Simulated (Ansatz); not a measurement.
# C: the band gap up the ladder of functionals

An exercise on one series of results from a longer session: the logs are not shown, and one member is left open.

Program: Ansatz 0.2.0. PAW datasets, plane waves. The values are computed, spin-unpolarised, and not measurements.

## The cell

The cell was relaxed beforehand with r2SCAN.

Space group P6_3/mmc (No. 194), hexagonal; a = 2.503 Å, c = 4.169 Å in the conventional setting, 5.66 Å³ an atom. C has 4 C at 1.54–1.56 Å.

Coordinates:

```
CELL_PARAMETERS angstrom
2.50320 0.00000 0.00000
-1.25160 2.16783 0.00000
0.00000 0.00000 4.16887
ATOMIC_POSITIONS crystal
C 0.33333 0.66667 0.00023
C 0.66667 0.33333 0.50023
C 0.33333 0.66667 0.37477
C 0.66667 0.33333 0.87477
```

Set-up of the first run:

input.yaml reads:

```yaml
crystal:
  lattice:
    - [2.5031953547, 0.0, 0.0]
    - [-1.2515976774, 2.1678307678, 0.0]
    - [0.0, 0.0, 4.1688692743]
  atoms:
    - { symbol: C, position: [0.3333333333, 0.6666666667, 0.0002313159] }
    - { symbol: C, position: [0.6666666667, 0.3333333333, 0.5002313159] }
    - { symbol: C, position: [0.3333333333, 0.6666666667, 0.3747686841] }
    - { symbol: C, position: [0.6666666667, 0.3333333333, 0.8747686841] }
kpoints:
  mp_grid: { grid: [12, 12, 6] }
  band_path:
    path:
      - [[0.0, 0.0, 0.0], [0.5, -3.07619509923e-17, 1.085747180834e-19], [0.3333333333333, 0.3333333333333, 2.17149436164e-19], [0.0, 0.0, 0.0], [-7.220479132923e-49, 3.318223911998e-36, 0.5], [0.5, -3.073258371049e-17, 0.5], [0.3333333333333, 0.3333333333333, 0.5], [-7.220479132923e-49, 3.318223911998e-36, 0.5]]
      - [[0.5, -3.073258371049e-17, 0.5], [0.5, -3.07619509923e-17, 1.085747180834e-19]]
      - [[0.3333333333333, 0.3333333333333, 0.5], [0.3333333333333, 0.3333333333333, 2.17149436164e-19]]
    npoints: 10
hamiltonian:
  xc: pbe
scf:
  occupations: { method: fermi_dirac, width: 0.02 }
  n_extra_bands: 5
output:
  forces: true
  stress: true
  eigenvalues: true
```

Run with:

```
$ ansatz run input.yaml --threads 2 --pin off --max-ram 2211MiB --backend cpu --events-out ev --progress --plain --runs-dir out
```

Among the steps run: PBE band path; r2SCAN; HSE06 at the same geometry; PBE0 at the same geometry; Single point with LDA; One-shot GW from PBE; DDH-PBE0 at the same geometry; Hartree-Fock; Single point with r2SCAN0.

One table of the session follows, with a row left open; its other results are not shown here.

| level | gap (eV) |
| --- | --- |
| PBE | 3.32 |
| r2SCAN | 3.60 |
| HSE06 | 4.38 |
| PBE0 | 5.13 |
| LDA | 3.12 |
| G0W0@PBE (67 empty bands) | 4.33 |
| G0W0@PBE (167 empty bands) | ? |
| DDH-PBE0 | 4.58 |
| Hartree-Fock | 11.50 |
| r2SCAN0 | 5.27 |

Q: Estimate the row for G0W0@PBE (167 empty bands) from the others.

As computed: gap (eV): 4.57. In the column «gap (eV)» it lies between HSE06 (4.38) and DDH-PBE0 (4.58).

Meshes: PBE 12×12×6, r2SCAN 12×12×6, HSE06 9×9×4, PBE0 9×9×4, LDA 12×12×6, DDH-PBE0 9×9×4, Hartree-Fock 9×9×4, r2SCAN0 9×9×4

What this shows: LDA gives the least gap, 3.12 eV, and Hartree-Fock the largest, 11.50 eV. PBE reaches 73 % of the G0W0@PBE value, and r2SCAN 79 %. PBE0 lies 0.75 eV above HSE06, which differs from it by screening the long-range exchange. Hartree-Fock lies above G0W0@PBE by 6.9 eV. G0W0 here is at a finite number of bands, screening cutoff and k mesh, not at the basis limit.

Caveats from the session: Warnings in the runs' records: stress exchange threshold loose, stress scf threshold loose.
